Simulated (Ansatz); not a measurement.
# C₂H₆Cl₂Hf: how energies converge with the basis set

How large a basis does C₂H₆Cl₂Hf need? Two functionals are run in growing sets.

Computed with Ansatz 0.2.0, Gaussian basis. Level: one geometry, several basis sets.

The runs, in order: PBE0-D4/def2-SVP; ωB97M-V/def2-SVP; PBE0-D4/def2-QZVPP; ωB97M-V/def2-QZVPP; the functionals' def2-TZVPP values are taken from earlier runs.

**1. Structure used throughout**

All runs share one geometry, relaxed beforehand with PBE0-D4 in a triple-zeta def2 set. Hf takes the def2 core potential; no spin-orbit term is included.

11 atoms, charge 0, spin multiplicity 1.

Atoms are counted from 1 here; the program's logs count them from 0.

Bond lengths: C1–Hf2 2.190 Å, C1–H6 1.097 Å, C1–H7 1.096 Å, C1–H8 1.097 Å, Hf2–C3 2.190 Å, Hf2–Cl4 2.344 Å, Hf2–Cl5 2.344 Å, C3–H9 1.097 Å, C3–H10 1.096 Å, C3–H11 1.097 Å. Angles: Hf2–C1–H6 110.8°, Hf2–C1–H7 112.2°, Hf2–C1–H8 110.8°, H6–C1–H7 107.6°, H6–C1–H8 107.7°, H7–C1–H8 107.6°, C1–Hf2–C3 103.6°, C1–Hf2–Cl4 108.6°, C1–Hf2–Cl5 108.6°, C3–Hf2–Cl4 108.6°, C3–Hf2–Cl5 108.7°, Cl4–Hf2–Cl5 117.8°, Hf2–C3–H9 110.8°, Hf2–C3–H10 112.2°, Hf2–C3–H11 110.8°, H9–C3–H10 107.6°, H9–C3–H11 107.7°, H10–C3–H11 107.6°.

**2. PBE0-D4 in def2-SVP**

The input, in.yaml:

```yaml
crystal:
  periodic: [false, false, false]
  atoms:
    - {symbol: C, position_ang: [-1.635447, 0.552451, 0.430386]}
    - {symbol: Hf, position_ang: [0.205876, 0.454970, -0.750538]}
    - {symbol: C, position_ang: [1.428858, -1.009416, 0.323905]}
    - {symbol: Cl, position_ang: [-0.307252, -0.409530, -2.867963]}
    - {symbol: Cl, position_ang: [1.270592, 2.540717, -0.649759]}
    - {symbol: H, position_ang: [-1.423058, 0.873895, 1.457330]}
    - {symbol: H, position_ang: [-2.361607, 1.255697, 0.006574]}
    - {symbol: H, position_ang: [-2.117612, -0.431411, 0.481271]}
    - {symbol: H, position_ang: [1.623574, -0.675795, 1.350502]}
    - {symbol: H, position_ang: [2.398300, -1.173365, -0.160590]}
    - {symbol: H, position_ang: [0.917775, -1.978213, 0.378862]}
basis:
  gaussian: {orbitals: def2-SVP}
hamiltonian: {xc: pbe0, dispersion: d4}
output: {orbitals: {seedname: orbitals}}
```

Run with:

```console
ansatz run in.yaml --threads 4 --pin off --events-out ev --progress --plain --max-ram 11315MiB
```

The runs that follow: ωB97M-V in def2-SVP; PBE0-D4 in def2-QZVPP; ωB97M-V in def2-QZVPP.

Q: Predict the results of all the runs planned. Wanted: PBE0-D4: double and triple zeta above quadruple; ωB97M-V: double and triple zeta above quadruple.

**Answer**, as computed:

```
                                       quantity           value
PBE0-D4: double and triple zeta above quadruple  12.21, 0.88 eV
ωB97M-V: double and triple zeta above quadruple  12.29, 0.84 eV
```

What this shows: PBE0-D4 gains 11.34 eV from double to triple zeta, then 0.88 eV more. Total energies overstate the basis error of differences, where much of it tends to cancel.
